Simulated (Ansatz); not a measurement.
# H12O4Si5: the cost of one run

Method: RKS PBE0-D4/6-31G, in Ansatz 0.2.0.

### Step 1. Starting point

Bond lengths (14 of 20 bonds, heavy atoms first): Si1–O2 1.680 Å, O2–Si3 1.680 Å, Si1–O7 1.680 Å, O7–Si8 1.680 Å, Si1–O12 1.679 Å, O12–Si13 1.680 Å, Si1–O17 1.679 Å, O17–Si18 1.680 Å, Si3–H4 1.460 Å, Si3–H5 1.460 Å, Si3–H6 1.460 Å, Si8–H9 1.460 Å, Si8–H10 1.460 Å, Si8–H11 1.460 Å. Angles (14 of 34 angles, heavy atoms first): Si1–O2–Si3 125.0°, O2–Si1–O7 109.4°, O2–Si1–O12 109.5°, O2–Si1–O17 109.5°, O7–Si1–O12 109.5°, O7–Si1–O17 109.5°, O12–Si1–O17 109.5°, Si1–O7–Si8 125.0°, Si1–O12–Si13 125.0°, Si1–O17–Si18 125.0°, O2–Si3–H4 109.5°, O2–Si3–H5 109.5°, O2–Si3–H6 109.5°, O7–Si8–H9 109.5°.

Structure file:

```xyz
21

Si    0.0000    0.0000    0.0000
O     0.0000    0.0000    1.6800
Si   -1.3147   -0.4067    2.6436
H    -2.2390   -1.2403    1.8804
H    -0.8506   -1.1432    3.8157
H    -1.9987    0.8095    3.0733
O     1.5842    0.0000   -0.5594
Si    2.4906   -1.3762   -0.8866
H     1.6598   -2.3521   -1.5857
H     3.6318   -1.0202   -1.7249
H     2.9691   -1.9538    0.3660
O    -0.7913    1.3709   -0.5594
Si   -2.4002    1.4263   -1.0396
H    -3.2124    0.6421   -0.1138
H    -2.8620    2.8114   -1.0378
H    -2.5267    0.8736   -2.3850
O    -0.7913   -1.3709   -0.5594
Si   -1.6730   -2.4329    0.3983
H    -1.2634   -2.2870    1.7920
H    -3.0964   -2.1323    0.2761
H    -1.4264   -3.8036   -0.0398
```

### Step 2. Relaxing the start

input.yaml

```yaml
crystal:
  periodic: [false, false, false]
  atoms:
    - { symbol: Si, position_ang: [0.0, 0.0, 0.0] }
    - { symbol: O, position_ang: [0.0, 0.0, 1.68] }
    - { symbol: Si, position_ang: [-1.3147, -0.4067, 2.6436] }
    - { symbol: H, position_ang: [-2.239, -1.2403, 1.8804] }
    - { symbol: H, position_ang: [-0.8506, -1.1432, 3.8157] }
    - { symbol: H, position_ang: [-1.9987, 0.8095, 3.0733] }
    - { symbol: O, position_ang: [1.5842, 0.0, -0.5594] }
    - { symbol: Si, position_ang: [2.4906, -1.3762, -0.8866] }
    - { symbol: H, position_ang: [1.6598, -2.3521, -1.5857] }
    - { symbol: H, position_ang: [3.6318, -1.0202, -1.7249] }
    - { symbol: H, position_ang: [2.9691, -1.9538, 0.366] }
    - { symbol: O, position_ang: [-0.7913, 1.3709, -0.5594] }
    - { symbol: Si, position_ang: [-2.4002, 1.4263, -1.0396] }
    - { symbol: H, position_ang: [-3.2124, 0.6421, -0.1138] }
    - { symbol: H, position_ang: [-2.862, 2.8114, -1.0378] }
    - { symbol: H, position_ang: [-2.5267, 0.8736, -2.385] }
    - { symbol: O, position_ang: [-0.7913, -1.3709, -0.5594] }
    - { symbol: Si, position_ang: [-1.673, -2.4329, 0.3983] }
    - { symbol: H, position_ang: [-1.2634, -2.287, 1.792] }
    - { symbol: H, position_ang: [-3.0964, -2.1323, 0.2761] }
    - { symbol: H, position_ang: [-1.4264, -3.8036, -0.0398] }
basis:
  gaussian: { orbitals: "6-31G" }
hamiltonian:
  xc: pbe0
  dispersion: d4
relax:
  f_tol: 0.02
  max_steps: 40
```

The run is started by

```
$ ansatz run input.yaml --threads 4 --pin off --max-ram 5120MiB --backend cpu --events-out ev --progress --plain --runs-dir out
```

**Question.** How long does this run take on 4 threads of Arm Neoverse V1, shared host, and how much memory does it need?

About 2.6 min, with a peak of 0.45 GiB.
